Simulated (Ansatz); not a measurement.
# Ge3PdRu: one candidate of a structure search

Where does this trial cell of Ge3PdRu go when cell and atoms are let free?

Program: Ansatz 0.2.0. Level of theory: DFT PBE, scalar-relativistic, plane waves, PAW. These are calculated values, not measurements.

### 1 The structure to begin with

The structure is tetragonal, space group P4/mmm (No. 123). The conventional cell has a = 4.408 Å, b = 4.408 Å, c = 5.353 Å, α = 90.00°, β = 90.00°, γ = 90.00°. Ge (site symmetry 4/mmm) is surrounded by 2 Ru at 2.68 Å. Ge (site symmetry mmm) is surrounded by 2 Ru at 2.20 Å and 2 Pd at 2.20 Å. Ru (site symmetry 4/mmm) is surrounded by 4 Ge at 2.20 Å. Around Pd (site symmetry 4/mmm) lie 4 Ge at 2.20 Å.

Structure file:

```
CELL_PARAMETERS angstrom
4.40810 0.00000 0.00000
0.00000 4.40810 0.00000
0.00000 0.00000 5.35303
ATOMIC_POSITIONS crystal
Ge 0.00000 0.00000 0.50000
Ge 0.00000 0.50000 0.00000
Ge 0.50000 0.00000 0.00000
Ru 0.00000 0.00000 0.00000
Pd 0.50000 0.50000 0.00000
```

Recipe of the guess: random cell by space group and Wyckoff sites (P4/mmm, No. 123). The dimensions are guesses.

### 2 The guess as it stands, on a coarse mesh

File input.yaml:

```yaml
crystal:
  lattice:
    - [4.40809989, 0.0, 0.0]
    - [0.0, 4.40809989, 0.0]
    - [0.0, 0.0, 5.35302919]
  atoms:
    - { symbol: Ge, position: [0.0, 0.0, 0.5] }
    - { symbol: Ge, position: [0.0, 0.5, 0.0] }
    - { symbol: Ge, position: [0.5, 0.0, 0.0] }
    - { symbol: Ru, position: [0.0, 0.0, 0.0] }
    - { symbol: Pd, position: [0.5, 0.5, 0.0] }
basis:
  ecutwfc: 420
kpoints:
  mp_grid: { grid: [4, 4, 4] }
hamiltonian:
  xc: pbe
scf:
  occupations: { method: gaussian, width: 0.1 }
  lower_state_search: "off"
output:
  forces: true
  stress: true
  eigenvalues: true
```

Run with:

```
> ansatz run input.yaml --threads 1 --pin off --max-ram 2560MiB --backend cpu --events-out ev --progress --plain --runs-dir out
```

Further runs follow: coarse relaxation; spin check on a coarse mesh; relaxation on the finer mesh.

**Question.** What will these runs give? Wanted: conventional cell; volume; energy over the elements; gap on the mesh.

As calculated:

| quantity | value |
| --- | --- |
| symmetry at the end (tolerance 0.05 Å) | space group P4/mmm (No. 123) |
| conventional cell | a = 4.973 Å, b = 4.973 Å, c = 4.747 Å, α = 90.00°, β = 90.00°, γ = 90.00° |
| volume | 23.48 Å³/atom |
| energy over the elements | +0.25 eV/atom |
| gap on the mesh | none (metal) |

**Reading.** The space group P4/mmm (No. 123) is kept, and the volume per atom grows by 12.9 % from the first guess. The formation energy is positive, so the separate elements lie lower. No finished test with a distortion of lower symmetry is shown, so the end may be a saddle point. Other magnetic orders were not searched.
